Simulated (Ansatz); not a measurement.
**Cu (Fm-3m): equation of state**

One table from this session's results is given with a row withheld; the runs are named, their logs left out.

Program: Ansatz 0.2.0. Level of theory: DFT PBE, scalar-relativistic, plane waves, PAW. These are calculated values, not measurements.

## The starting structure

It takes space group Fm-3m (No. 225, cubic). Conventional cell: a = 3.629 Å, b = 3.629 Å, c = 3.629 Å, α = 90.00°, β = 90.00°, γ = 90.00°. Cu (site symmetry m-3m) has 12 Cu at 2.57 Å as nearest neighbours.

Coordinates:

```xyz
1
Lattice="0.0000 1.8145 1.8145 1.8145 0.0000 1.8145 1.8145 1.8145 0.0000" Properties=species:S:1:pos:R:3 pbc="T T T"
Cu    0.0000    0.0000    0.0000
```

An earlier run at PBE left this cell at 11.949 Å³/atom and 0.06 GPa (22×22×22 mesh).

Volume factors to run: 0.980, 1.020, 0.960, 1.040.

The first run:

input.yaml reads:

```yaml
crystal:
  lattice:
    - [0.0, 1.8023438076, 1.8023438076]
    - [1.8023438076, 0.0, 1.8023438076]
    - [1.8023438076, 1.8023438076, 0.0]
  atoms:
    - { symbol: Cu, position: [0.0, 0.0, 0.0] }
basis:
  ecutwfc: 420
  ecutrho_ratio: 4
kpoints:
  mp_grid: { grid: [22, 22, 22] }
hamiltonian:
  xc: pbe
scf:
  occupations: { method: gaussian, width: 0.05 }
output:
  forces: true
  stress: true
  eigenvalues: true
```

Started as:

```sh
$ ansatz run input.yaml --threads 1 --pin off --max-ram 2560MiB --backend cpu --events-out ev --progress --plain --runs-dir out
```

Among the steps run: Volume × 0.980; Volume × 1.020; Volume × 0.960; Volume × 1.040.

One of the session's tables, all rows but one given; the rest of the session is left out.

It belongs to the step «Energy and pressure against volume». 

| volume (Å³/atom) | energy (meV/atom) | pressure (GPa) |
| --- | --- | --- |
| 11.471 | 9.34 | 6.47 |
| 11.710 | 2.28 | 3.07 |
| 11.949 | 0.00 | 0.06 |
| 12.188 | ? | ? |
| 12.427 | 7.64 | -4.96 |

Q: Estimate the row for volume (Å³/atom) = 12.188 from the others.

Worked estimate for «energy (meV/atom)». A straight line through the neighbours (11.949, 0.00) and (12.427, 7.64) gives 0.00 + (7.64 − 0.00) × (12.188 − 11.949) / (12.427 − 11.949) = 3.82; a parabola fitted to 3 rows on both sides gives 1.79.

The run gave: energy (meV/atom): 1.95; pressure (GPa): -2.61. In «energy (meV/atom)» the line misses by +1.87 and the parabola by -0.16.
